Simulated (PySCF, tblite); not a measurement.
# C7H11FSi: geometry, infrared bands, NMR shifts and electronic excitations, part 2 of 2

tblite 0.8.0 and PySCF 2.14.0. Atoms count from 0.

## (6) TDDFT and polarisability: B3LYP/def2-SVPD

What the job is given:

```
{"job": {"kind": "uv", "xc": "B3LYP", "basis": "def2-SVPD", "ip": true}, "charge": 0, "multiplicity": 1}
C      2.855081     1.055773     1.271559
C      2.219537     0.700304     0.303185
C      1.414830     0.252414    -0.827402
C      0.274981    -0.700575    -0.419186
C      0.785016    -2.036615     0.112472
Si    -0.924705     0.158066     0.762345
C     -2.698678     0.265507     0.176655
C     -1.899146     1.551223    -0.019452
F     -1.631817     1.877102    -1.328361
H      3.427563     1.379248     2.120948
H      0.984738     1.132188    -1.334936
H      2.071384    -0.248203    -1.562210
H     -0.330625    -0.877291    -1.325167
H     -0.042502    -2.721031     0.354696
H      1.425722    -2.537111    -0.632464
H      1.387099    -1.898613     1.024478
H     -0.626375     0.171329     2.216799
H     -3.553563     0.313117     0.860495
H     -2.934855    -0.262034    -0.756176
H     -2.247168     2.430223     0.538256
```

Method: TDDFT B3LYP/def2-SVPD, vertical, gas phase, core orbitals frozen in the response.

Output:

```text
coarse grid: 17136 points
cycle   1  E = -662.0645400058  dE =  8.782e-01  |g| = 6.094e-01  |ddm| = 1.004e+01
cycle   2  E = -662.0134311430  dE =  5.111e-02  |g| = 7.972e-01  |ddm| = 2.707e+00
cycle   3  E = -662.1526274984  dE = -1.392e-01  |g| = 9.897e-02  |ddm| = 1.098e+00
cycle   4  E = -662.1542081477  dE = -1.581e-03  |g| = 3.836e-02  |ddm| = 1.875e-01
cycle   5  E = -662.1545059369  dE = -2.978e-04  |g| = 9.927e-03  |ddm| = 6.441e-02
cycle   6  E = -662.1545239671  dE = -1.803e-05  |g| = 4.910e-03  |ddm| = 2.377e-02
cycle   7  E = -662.1545294813  dE = -5.514e-06  |g| = 1.818e-03  |ddm| = 8.756e-03
final grid: 161080 points
cycle   8  E = -662.2616741968  dE = -4.332e-05  |g| = 9.188e-03  |ddm| = 1.612e-01
cycle   9  E = -662.2616254386  dE =  4.876e-05  |g| = 1.704e-02  |ddm| = 3.095e-02
cycle  10  E = -662.2616915664  dE = -6.613e-05  |g| = 3.080e-03  |ddm| = 2.085e-02
cycle  11  E = -662.2616939063  dE = -2.340e-06  |g| = 4.012e-04  |ddm| = 4.141e-03
cycle  12  E = -662.2616939358  dE = -2.955e-08  |g| = 1.563e-04  |ddm| = 7.046e-04
cycle  13  E = -662.2616939408  dE = -4.969e-09  |g| = 3.345e-05  |ddm| = 2.366e-04
cycle  14  E = -662.2616939410  dE = -2.422e-10  |g| = 1.260e-05  |ddm| = 8.442e-05
converged SCF energy = -662.2616939410

Static polarisability (au): isotropic 108.816, principal 95.105 103.529 127.813

Singlet excitations
state   eV       nm        f      main configurations
  1   5.8924    210.4   0.01904   H->L 0.67, H->L+1 0.19
  2   6.0635    204.5   0.02421   H->L+1 0.53, H->L+2 0.37
  3   6.2254    199.2   0.12516   H->L+2 0.38, H->L 0.26, H->L+1 0.19
  4   6.3832    194.2   0.00284   H-1->L+1 0.23, H->L+4 0.17, H->L+3 0.17
  5   6.4324    192.7   0.00198   H->L+4 0.34, H-1->L+1 0.14, H->L+3 0.10
  6   6.5666    188.8   0.00091   H->L+3 0.37, H-2->L+1 0.20, H->L+4 0.13
  7   6.6179    187.3   0.01524   H->L+3 0.29, H-2->L+1 0.14, H-1->L+3 0.11
  8   6.6756    185.7   0.00065   H-2->L+3 0.27, H-2->L 0.18, H-2->L+5 0.15
  9   6.7658    183.3   0.00212   H->L+5 0.75
 10   6.9016    179.6   0.01280   H-3->L 0.58, H-1->L 0.18

Triplet excitations (Tamm-Dancoff, eV): 5.0184 5.3382 5.6177 5.7736
Vertical ionisation energy (delta-SCF) = 8.6803 eV
```

Run time: 16 min. Hardware: 1 thread of Arm Neoverse N1, shared host; peak memory 1.2 GiB.

Frontier orbitals and where they lie:

| orbital | eV | atoms |
| --- | --- | --- |
| HOMO−3 | -7.84 | C6 30 %, C7 17 %, F8 14 % |
| HOMO−2 | -7.65 | C0 39 %, C1 37 %, C2 7 % |
| HOMO−1 | -7.58 | C0 37 %, C1 34 %, C2 9 % |
| HOMO | -6.61 | C7 27 %, Si5 26 %, C6 18 % |
| LUMO | 0.07 | Si5 25 %, C6 10 %, C4 9 % |
| LUMO+1 | 0.17 | C0 14 %, C1 13 %, Si5 11 % |
| LUMO+2 | 0.52 | Si5 15 %, C0 12 %, C7 11 % |

With each of the 10 states as a Gaussian band of 0.4 eV half-width at 1/e, the curve within the window shown has maxima at 200 nm (ε 6,800) L/(mol cm). Beyond the last state computed it falls off for lack of states. The curve at chosen wavelengths:

nm, ε (L/mol/cm) and a bar:
```
      172        420 #
      174        611 ##
      177        972 ####
      179       1271 #####
      182       1840 ########
      184       2329 ##########
      187       3256 ##############
      189       3984 #################
      192       5124 #######################
      194       5811 ##########################
      197       6543 #############################
      199       6750 ##############################
      202       6593 #############################
      204       6207 ############################
      207       5331 ########################
      209       4636 ####################
      212       3570 ################
      214       2906 #############
      217       2046 #########
      219       1577 #######
      222       1030 ####
      224        758 ###
      227        465 ##
      229        329 #
      232        190 
      234        130
```

Ground-state properties from the same run:

| property | computed |
| --- | --- |
| dipole moment (D) | 1.65 |
| polarisability (Å³) | 16.12 |
| HOMO–LUMO gap (eV) | 6.68 |
| −ε(HOMO) (eV) | 6.61 |

## (7) Shielding tensors: wB97X-D/pcSseg-1

The job, as its differences from that of step 6:

```diff
@@ -1,2 +1,2 @@
-{"job": {"kind": "uv", "xc": "B3LYP", "basis": "def2-SVPD", "ip": true}, "charge": 0, "multiplicity": 1}
+{"job": {"kind": "nmr", "xc": "wB97X-D", "basis": "pcSseg-1", "pop": false}, "charge": 0, "multiplicity": 1}
 C      2.855081     1.055773     1.271559
```

Method: GIAO wB97X-D/pcSseg-1 NMR shielding, non-relativistic, gas phase.

Output:

```text
coarse grid: 17136 points
cycle   1  E = -662.2688528773  dE =  1.260e+00  |g| = 5.538e-01  |ddm| = 4.069e+00
cycle   2  E = -662.2898886520  dE = -2.104e-02  |g| = 5.510e-01  |ddm| = 8.059e-01
cycle   3  E = -662.3350742572  dE = -4.519e-02  |g| = 6.827e-02  |ddm| = 3.315e-01
cycle   4  E = -662.3358573619  dE = -7.831e-04  |g| = 2.829e-02  |ddm| = 7.392e-02
cycle   5  E = -662.3360407471  dE = -1.834e-04  |g| = 8.362e-03  |ddm| = 3.195e-02
cycle   6  E = -662.3360559674  dE = -1.522e-05  |g| = 3.453e-03  |ddm| = 9.322e-03
cycle   7  E = -662.3360588389  dE = -2.871e-06  |g| = 9.180e-04  |ddm| = 3.299e-03
final grid: 161080 points
cycle   8  E = -662.4059452894  dE = -2.308e-04  |g| = 8.256e-03  |ddm| = 6.035e-02
cycle   9  E = -662.4059469713  dE = -1.682e-06  |g| = 8.576e-03  |ddm| = 1.177e-02
cycle  10  E = -662.4059580907  dE = -1.112e-05  |g| = 7.980e-04  |ddm| = 4.833e-03
cycle  11  E = -662.4059582024  dE = -1.117e-07  |g| = 4.640e-04  |ddm| = 1.214e-03
cycle  12  E = -662.4059582528  dE = -5.039e-08  |g| = 1.332e-04  |ddm| = 5.178e-04
cycle  13  E = -662.4059582571  dE = -4.331e-09  |g| = 5.527e-05  |ddm| = 1.710e-04
cycle  14  E = -662.4059582580  dE = -8.713e-10  |g| = 1.362e-05  |ddm| = 8.124e-05
converged SCF energy = -662.4059582580

GIAO shielding tensors (ppm)
atom      isotropic    diamagn.    paramagn.     s11        s22        s33       span
  0 C      106.517     259.458    -152.940     31.484     35.111    252.958    221.473
  1 C       97.683     266.170    -168.488     -2.753      2.931    292.869    295.622
  2 C      159.503     247.651     -88.148    150.401    154.122    173.984     23.583
  3 C      166.297     252.726     -86.430    160.554    164.658    173.678     13.124
  4 C      167.182     245.148     -77.966    150.170    165.516    185.859     35.689
  5 Si     454.350     882.939    -428.588    340.663    359.273    663.116    322.453
  6 C      178.262     261.533     -83.271    150.205    179.566    205.017     54.812
  7 C      110.587     251.763    -141.176     47.664     83.423    200.674    153.011
  8 F      439.040     475.783     -36.743    385.810    430.661    500.648    114.839
  9 H       29.370      33.179      -3.808     24.100     24.278     39.732     15.632
 10 H       28.706      29.840      -1.134     23.786     28.294     34.039     10.253
 11 H       29.294      27.914       1.380     24.216     27.785     35.882     11.666
 12 H       30.616      34.025      -3.409     26.719     29.204     35.927      9.208
 13 H       30.057      29.136       0.921     24.782     28.558     36.832     12.050
 14 H       30.239      28.698       1.540     25.863     27.081     37.773     11.910
 15 H       29.678      29.685      -0.007     25.443     29.022     34.569      9.126
 16 H       28.057      30.183      -2.126     23.069     25.954     35.147     12.079
 17 H       30.420      30.083       0.337     25.418     25.927     39.914     14.496
 18 H       30.570      32.291      -1.721     26.098     28.596     37.016     10.919
 19 H       26.451      30.317      -3.867     22.607     25.838     30.908      8.301
```

Wall time 98 s (1 thread of Arm Neoverse N1, shared host); peak memory 1.1 GiB.

In short: δ C1 86.9, C0 78.0, C7 74.0, C2 25.0, H19 4.93, H16 3.32 ppm.

## (8) Run by run: NMR shifts

Shifts (ppm) of some atoms, chosen among heavy atoms and hydrogens apart, with basis size and wall time:

| run | C0 | C2 | C3 | H10 | H11 | Si5 | F8 | functions | time |
| --- | --- | --- | --- | --- | --- | --- | --- | --- | --- |
| PBE0/pcSseg-1 | 77.3 | 25.9 | 19.7 | 2.78 | 2.19 | -103.6 | -256.8 | 215 | 80 s |
| wB97X-D/pcSseg-1 | 78.0 | 25.0 | 18.2 | 2.67 | 2.09 | -101.4 | -251.9 | 215 | 98 s |

## (9) Outcome

This closing draws on all 2 parts.

| quantity | value |
| --- | --- |
| strongest single infrared mode (GFN2-xTB) | 2352 cm⁻¹, 261 km/mol |
| zero-point energy (GFN2-xTB) | 97.3 kcal/mol |
| point group | C1 |
| rotational constants (main isotopes) | 1.97, 0.91, 0.80 GHz |
| ¹³C shifts against TMS (PBE0/pcSseg-1) | 86.6, 77.3, 74.7, 25.9, 19.7, 17.5, 6.6 ppm |
| ¹H shifts against TMS (PBE0/pcSseg-1, means over atoms taken as alike) | 5.00, 3.32, 2.78, 2.19, 1.96, 1.41, 1.03, 0.86, 0.83 ppm |
| ²⁹Si shifts against TMS (PBE0/pcSseg-1) | -103.6 ppm |
| ¹⁹F shifts against CFCl3 (PBE0/pcSseg-1) | -256.8 ppm |
| lowest singlet (B3LYP/def2-SVPD) | 5.89 eV (210 nm), f = 0.019 |
| brightest single state of those computed | state 3, 6.23 eV, f = 0.125 |
| lowest triplet | 5.02 eV |
| vertical ionisation energy (ΔSCF) | 8.68 eV |
| range of the shift of F8 | -256.8 to -251.9 ppm |

**Reading.** Over 177 steps the energy fell by 1.629 eV; of the close pairs, Si5–C6 changed most, 2.283 to 1.890 Å (GFN2-xTB). No mode is imaginary among the 54: a minimum at this level. The strongest single mode, at 2352 cm⁻¹, moves mainly H16. GFN2-xTB is a fitted tight-binding method: band positions and strengths are rough. Its intensities can rank the bands wrongly. The optimisation took 5 steps and gained 0.164 eV; among the close pairs (by a distance rule), C2–C3 changed most, from 1.498 to 1.541 Å (PBE0/def2-SVP). H19 (hydrogen on a three-membered-ring carbon bearing a halogen) lies farthest downfield among hydrogen, at 5.00 ppm; its carbon carries F, an electronegative neighbour. At PBE0/pcSseg-1: The widest tensor belongs to Si5: span 322 ppm, with a paramagnetic part of -427 ppm. The first singlet state (HOMO→LUMO 0.67, HOMO→LUMO+1 0.19) lies at 5.89 eV and is weak; of the 10 states computed, the strongest absorption comes from state 3 at 6.23 eV. The lowest triplet lies 0.87 eV below the lowest singlet (triplets in Tamm-Dancoff, singlets in full TDDFT). The orbital energy would give 6.61 eV for ionisation, ΔSCF gives 8.68 eV. Across the 2 runs the shift of F8 moves most, between -256.8 (PBE0/pcSseg-1) and -251.9 ppm (wB97X-D/pcSseg-1).
